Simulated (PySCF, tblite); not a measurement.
# C4H6OS2Si: geometry, infrared bands and NMR shifts

Aim: predict the infrared bands and NMR shifts of C4H6OS2Si (`C=C[Si]1(O)SC=CS1`).

The runs use tblite 0.8.0 and PySCF 2.14.0, with density-fitted response routines of our own; the level of theory stands in each step. All values are computed, except where a source is named. Atoms are numbered from 0 throughout.

## (1) The molecule as given

14 atoms, charge 0, multiplicity 1; geometry from: force field or distance geometry start.

Bonds of the start (Å): C0–C1 1.33, C1–Si2 1.82, Si2–O3 1.65, Si2–S4 2.13, S4–C5 1.74, C5–C6 1.35, C6–S7 1.73, S7–Si2 2.13, C0–H8 1.09, C0–H9 1.09, C1–H10 1.09, O3–H11 0.96, C5–H12 1.09, C6–H13 1.09.

## (2) Optimising the geometry with GFN2-xTB

The job: settings as JSON, then the geometry in Å.

```
{"job": {"kind": "relax", "xc": "GFN2-xTB", "basis": "xTB"}, "charge": 0, "multiplicity": 1}
C     -2.980200     0.182900    -0.149400
C     -1.759600    -0.313100    -0.302700
Si    -0.184300     0.451700     0.202900
O     -0.294400     1.949200     0.895300
S      0.950500    -0.828400     1.468300
C      2.325900    -1.043600     0.422800
C      2.426100    -0.461400    -0.785700
S      1.184200     0.562800    -1.425300
H     -3.166200     1.155200     0.304400
H     -3.862200    -0.374200    -0.479900
H     -1.639000    -1.295500    -0.753000
H      0.557400     2.319900     1.155200
H      3.130400    -1.674700     0.797600
H      3.310700    -0.631200    -1.397600
```

Command:

```
$ OMP_NUM_THREADS=1 python probes_run.py task.json out
```

One launch serves the whole session: the jobs run in the order shown.

**Question.** This job is followed by: GFN2-xTB harmonic vibrations, gas phase; GIAO PBE0/pcSseg-1 NMR shielding, non-relativistic, gas phase. What will the session give for the following? strongest single infrared mode (GFN2-xTB); zero-point energy (GFN2-xTB); 13C shifts against TMS (PBE0/pcSseg-1, means over atoms taken as alike); 1H shifts against TMS (PBE0/pcSseg-1, means over atoms taken as alike); 29Si shifts against TMS (PBE0/pcSseg-1); 17O shifts against H2O (PBE0/pcSseg-1); 33S shifts against CS2 (PBE0/pcSseg-1, means over atoms taken as alike).

As calculated:

| quantity | value |
| --- | --- |
| strongest single infrared mode (GFN2-xTB) | 779 cm⁻¹, 324 km/mol |
| zero-point energy (GFN2-xTB) | 56.9 kcal/mol |
| 13C shifts against TMS (PBE0/pcSseg-1, means over atoms taken as alike) | 144.0, 139.7, 125.2 ppm |
| 1H shifts against TMS (PBE0/pcSseg-1, means over atoms taken as alike) | 6.49, 6.46, 6.09, 5.96, 2.84 ppm |
| 29Si shifts against TMS (PBE0/pcSseg-1) | 22.0 ppm |
| 17O shifts against H2O (PBE0/pcSseg-1) | 75.3 ppm |
| 33S shifts against CS2 (PBE0/pcSseg-1, means over atoms taken as alike) | -15 ppm |

Over 35 steps the energy fell by 0.184 eV; of the close pairs, C1–Si2 changed most, 1.823 to 1.874 Å. No mode is imaginary among the 36: a minimum at this level. The strongest single mode, at 779 cm⁻¹, moves mainly H11. GFN2-xTB is a fitted tight-binding method: band positions and strengths are rough. Its intensities can rank the bands wrongly. C0 (terminal =CH2 carbon) lies farthest downfield among carbon, at 144.0 ppm; an sp2 carbon of a C=C bond. At PBE0/pcSseg-1: The largest span, 322 ppm, is at S4, S7, where the paramagnetic term is -540 ppm.
